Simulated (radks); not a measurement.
# Te in [Kr] 4d10 5s2 5p4: an all-electron calculation

One table from this session's results is given with a row withheld; the runs are named, their logs left out.

Program: radks (a radial shooting solver on a logarithmic mesh, Libxc functionals) version 1. Level of theory: Dirac Kohn-Sham, BLYP, spin-unpolarised, spherical densities, finite nucleus; open shells are shared between the two j in proportion to 2j + 1. These are calculated values, not measurements, unless marked.

### Starting point

```
element            : tellurium (Z = 52)
charge             : 0
electrons          : 52
configuration      : [Kr] 4d10 5s2 5p4
nuclear rms radius : 4.7423 fm
```

The outer shells:

Te
```
[Kr] core
4d [↑↓][↑↓][↑↓][↑↓][↑↓]
5s [↑↓]
5p [↑↓][↑ ][↑ ]
```

The first run:

Settings of this run:

```text
Z 52
configuration [Kr] 4d10 5s2 5p4
relativity Dirac
functional b88,lyp
spin unpolarised
j_filling average
nucleus finite rms 4.7423 fm
c 137.035999084
```

Launch:

```bash
python run_ks.py task.json out
```

The same process makes all the runs of this session.

One table of the session follows, with a row left open; its other results are not shown here.

It belongs to the step «Orbitals and density». From the orbitals of this run (lengths in bohr):

```
level      <r>  outermost maximum (interpolated)  90 % within  nodes
1s1/2  0.02781                            0.0179       0.0500      0
2s1/2   0.1194                             0.101        0.185      1
2p1/2   0.1008                            0.0779        0.165      0
2p3/2   0.1064                            0.0826        0.173      0
3s1/2   0.3219                             0.293        0.474      2
3p1/2   0.3123                             0.279        0.470      1
3p3/2   0.3237                             0.290        0.486      1
3d3/2   0.2947                             0.236        0.464      0
3d5/2   0.2983                             0.239        0.469      0
4s1/2   0.7645                             0.701         1.10      3
4p1/2        ?                                 ?            ?      ?
4p3/2   0.8303                             0.746         1.22      2
4d3/2   0.9656                             0.806         1.48      1
4d5/2   0.9780                             0.815         1.50      1
5s1/2    2.081                              1.79         3.06      4
5p1/2    2.591                              2.10         3.94      3
5p3/2    2.729                              2.19         4.17      3
```

Estimate the missing values for 4p1/2.

As computed: <r>: 0.8015; outermost maximum (interpolated): 0.721; 90 % within: 1.17; nodes: 2. In the column «<r>» it lies between 4s1/2 (0.7645) and 4p3/2 (0.8303).

Limits of these values: Spin polarisation and multiplet splitting are left out.
